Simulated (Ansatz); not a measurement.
# C4H7B (SMILES C#CB(C)C) at 5 levels

We compute a comparison of 5 runs (HF/3-21G, BHLYP/cc-pVDZ, BLYP/cc-pVDZ, PBE/cc-pVDZ, CCSD(T)/cc-pVDZ) of C4H7B. 

The results are computed with Ansatz 0.2.0.

33 further runs of the same task are left out: 33 set aside as unsound or not needed. Runs told in other sessions of the task aren't counted.

### Step 1. The structure to begin with

C4H7B has 12 atoms, charge 0, and is taken as a singlet. SMILES: `C#CB(C)C`. One bond was lengthened or shortened from a relaxed shape.

Bond lengths: C1–C2 1.208 Å, C2–B3 1.525 Å, B3–C4 1.564 Å, B3–C5 1.564 Å, C1–H6 1.066 Å, C4–H7 1.256 Å, C4–H8 1.101 Å, C4–H9 1.091 Å, C5–H10 1.101 Å, C5–H11 1.091 Å, C5–H12 1.093 Å. Some angles: C1–C2–B3 179.9°, C2–B3–C4 119.1°, C2–B3–C5 119.2°, C4–B3–C5 121.7°, C2–C1–H6 180.0°, B3–C4–H7 113.4°, B3–C4–H8 106.2°, B3–C4–H9 114.2°, B3–C5–H10 106.3°, B3–C5–H11 114.3°.

### Step 2. The energy at HF/3-21G (run 1)

run.yaml

```yaml
crystal:
  periodic: [false, false, false]
  atoms:
    - {symbol: C, position_ang: [-0.749695, 2.670307, 0.478051]}
    - {symbol: C, position_ang: [-0.445995, 1.521307, 0.260451]}
    - {symbol: B, position_ang: [-0.063895, 0.070507, -0.015649]}
    - {symbol: C, position_ang: [-0.753895, -1.067593, 0.805451]}
    - {symbol: C, position_ang: [1.006505, -0.240993, -1.112449]}
    - {symbol: H, position_ang: [-1.017895, 3.683607, 0.669851]}
    - {symbol: H, position_ang: [-0.078400, -2.125800, 0.854900]}
    - {symbol: H, position_ang: [-1.680295, -1.316793, 0.266051]}
    - {symbol: H, position_ang: [-1.058795, -0.771693, 1.810751]}
    - {symbol: H, position_ang: [1.982905, -0.219093, -0.604949]}
    - {symbol: H, position_ang: [1.060705, 0.501307, -1.910449]}
    - {symbol: H, position_ang: [0.906905, -1.242093, -1.538849]}
basis:
  gaussian:
    orbitals: 3-21G.json
hamiltonian:
  xc: hf
total_charge: 0
accuracy: high
output: {orbitals: {seedname: orbitals}}
```

The basis set 3-21G is read from a file made from the Basis Set Exchange's data (not shown).

Started as:

```
$ ansatz run run.yaml --threads 1 --pin off --max-ram 2610MiB --events-out events.jsonl --progress --plain --runs-dir runs
```

The log of the run:

```text
Warning: RAYON_NUM_THREADS=1 ignored (pool sized by the plan → 1); use --threads N
Functional definition: HF
  name "HF"
  exchange = exact_x
  correlation = 0
1451 factors; integrals over basis functions are off by at most 7.5e-9 eV
mean field evaluation 1: about -4873.2642 eV, gradient 2.8e1 eV
mean field evaluation 2: about -4873.6552 eV, gradient 2.8e1 eV
mean field evaluation 4: about -4875.9681 eV, gradient 4.3e0 eV
mean field evaluation 8: about -4876.0214 eV, gradient 7.3e-4 eV
mean field -4876.02144222 eV, -179.1904829155 hartree, gradient 2.2e-8 eV, S^2 0.000000; 0 other end points of the search recorded, 0 dependent functions left out
reference -4876.02144222 eV, -179.1904829155 hartree; 18, 18 occupied and 41, 41 virtual orbitals, 1451 factors
Total energy: -4876.02144222 eV, -179.1904829155 hartree
```

It took 0.89 s on 1 thread of Arm Neoverse V2, shared host; peak memory 0.13 GiB.

### Step 3. A single-point energy at BHLYP/cc-pVDZ (run 2)

input.yaml

```yaml
basis:
  gaussian: {orbitals: cc-pVDZ}
crystal:
  periodic: [false, false, false]
  atoms:
    - {symbol: C, position_ang: [-0.749695, 2.670307, 0.478051]}
    - {symbol: C, position_ang: [-0.445995, 1.521307, 0.260451]}
    - {symbol: B, position_ang: [-0.063895, 0.070507, -0.015649]}
    - {symbol: C, position_ang: [-0.753895, -1.067593, 0.805451]}
    - {symbol: C, position_ang: [1.006505, -0.240993, -1.112449]}
    - {symbol: H, position_ang: [-1.017895, 3.683607, 0.669851]}
    - {symbol: H, position_ang: [-0.078400, -2.125800, 0.854900]}
    - {symbol: H, position_ang: [-1.680295, -1.316793, 0.266051]}
    - {symbol: H, position_ang: [-1.058795, -0.771693, 1.810751]}
    - {symbol: H, position_ang: [1.982905, -0.219093, -0.604949]}
    - {symbol: H, position_ang: [1.060705, 0.501307, -1.910449]}
    - {symbol: H, position_ang: [0.906905, -1.242093, -1.538849]}
accuracy: high
hamiltonian: {xc: {name: BHLYP}}
total_charge: 0
output: {orbitals: {seedname: orbitals}}
```

Started as:

```
$ ansatz run input.yaml --threads 1 --pin off --max-ram 2610MiB --events-out events.jsonl --progress --plain --runs-dir runs
```

The log of the run:

```text
Warning: RAYON_NUM_THREADS=1 ignored (pool sized by the plan → 1); use --threads N
Functional definition: BHLYP
  name "BHLYP"
  parameter a = 0.5
  exchange = (1 - a)*b88_x + a*exact_x
  correlation = lyp_c
2487 factors; integrals over basis functions are off by at most 3.5e-9 eV
mean field evaluation 1: about -4927.5524 eV, gradient 4.8e1 eV
mean field evaluation 2: about -4929.8901 eV, gradient 3.7e1 eV
mean field evaluation 4: about -4933.4928 eV, gradient 2.5e0 eV
mean field evaluation 8: about -4934.0146 eV, gradient 2.1e-1 eV
mean field evaluation 16: about -4934.0148 eV, gradient 1.5e-4 eV
mean field -4934.01480001 eV, -181.3216995051 hartree, gradient 2.1e-8 eV, S^2 0.000000; 0 other end points of the search recorded, 0 dependent functions left out
reference -4934.01483095 eV, -181.3217006421 hartree; 18, 18 occupied and 87, 87 virtual orbitals, 2487 factors
Total energy: -4934.01483095 eV, -181.3217006421 hartree
```

Wall time 12 s (1 thread of Arm Neoverse V2, shared host); peak memory 0.38 GiB.

Runs 3 to 4 aren't shown in full; the table further down has their settings and results.

### Step 4. A single-point energy at CCSD(T)/cc-pVDZ (run 5)

molecule.yaml

```yaml
basis:
  gaussian: {orbitals: cc-pVDZ}
crystal:
  periodic: [false, false, false]
  atoms:
    - {symbol: C, position_ang: [-0.749695, 2.670307, 0.478051]}
    - {symbol: C, position_ang: [-0.445995, 1.521307, 0.260451]}
    - {symbol: B, position_ang: [-0.063895, 0.070507, -0.015649]}
    - {symbol: C, position_ang: [-0.753895, -1.067593, 0.805451]}
    - {symbol: C, position_ang: [1.006505, -0.240993, -1.112449]}
    - {symbol: H, position_ang: [-1.017895, 3.683607, 0.669851]}
    - {symbol: H, position_ang: [-0.078400, -2.125800, 0.854900]}
    - {symbol: H, position_ang: [-1.680295, -1.316793, 0.266051]}
    - {symbol: H, position_ang: [-1.058795, -0.771693, 1.810751]}
    - {symbol: H, position_ang: [1.982905, -0.219093, -0.604949]}
    - {symbol: H, position_ang: [1.060705, 0.501307, -1.910449]}
    - {symbol: H, position_ang: [0.906905, -1.242093, -1.538849]}
correlation: {method: ccsd_t, frozen_orbitals: {B: 1, C: 1, H: 0}}
accuracy: high
scf: {omitted_lower_state_checks: [cluster_reference, increment]}
```

Started as:

```
$ ansatz run molecule.yaml --threads 1 --pin off --max-ram 2610MiB --events-out events.jsonl --progress --plain --runs-dir runs
```

The log of the run, cut to the lines that bear on the results:

```text
Warning: RAYON_NUM_THREADS=1 ignored (pool sized by the plan → 1); use --threads N
Functional definition: HF
  name "HF"
[...]
2487 factors; integrals over basis functions are off by at most 3.5e-9 eV
[...]
mean field -4903.29084779 eV, -180.1926150864 hartree, gradient 7.2e-9 eV, S^2 0.000000; 0 other end points of the search recorded, 0 dependent functions left out
5 core orbitals not correlated: weight in the atoms' cores, before any rotation towards them, 1.000 or more for the frozen orbitals, at most 0.000 for the correlated occupied ones
reference -4903.29084779 eV, -180.1926150864 hartree; 13, 13 occupied and 87, 87 virtual orbitals, 2487 factors
second order -16.81241640 eV of doubles, -0.00000000 eV of singles
cycle   1  -17.63248242 eV  change   -8.2e-1 eV  update   9.8e-2
[...]
cycle  22  -18.26168573 eV  change   -1.6e-9 eV  update   1.4e-9
perturbative correction -0.66370569 eV, -0.0243907341 hartree
Total energy: -4922.21623921 eV, -180.8881103930 hartree
Checks for a lower state left out: cluster_reference, increment
```

Run time: 50 s. Hardware: 1 thread of Arm Neoverse V2, shared host; peak memory 0.9 GiB.

### Step 5. Overview of the runs

```
run            level  frozen core orbitals  energy (Eh)  HOMO energy (eV)  LUMO energy (eV)  HOMO–LUMO gap (eV)  wall time
  1         HF/3-21G                     –  -179.190483            -10.47              2.64               13.11     0.89 s
  2    BHLYP/cc-pVDZ                     –  -181.321701             -8.75             -0.19                8.56       12 s
  3     BLYP/cc-pVDZ                     –  -181.330202             -6.20             -2.02                4.18      8.4 s
  4      PBE/cc-pVDZ                     –  -181.167664             -6.37             -2.21                4.16      8.4 s
  5  CCSD(T)/cc-pVDZ                     5  -180.888110                 –                 –                   –       50 s
```

### Step 6. Summary of results

| quantity | value |
| --- | --- |
| run 5: total energy | -180.88811 Eh |
| run 5: correlation energy (5 core orbitals frozen) | -695.5 mEh |
| run 5: (T) correction | -24.39 mEh |
| run 5: T1 diagnostic | 0.011 |

Over runs 1, 2, 3, 4 the HOMO–LUMO gap runs from 4.16 eV (PBE/cc-pVDZ) to 13.11 eV (HF/3-21G). The two ends differ in method and basis. Totals of different functionals can't be ranked against each other. All runs together took 80 s, the longest 50 s.
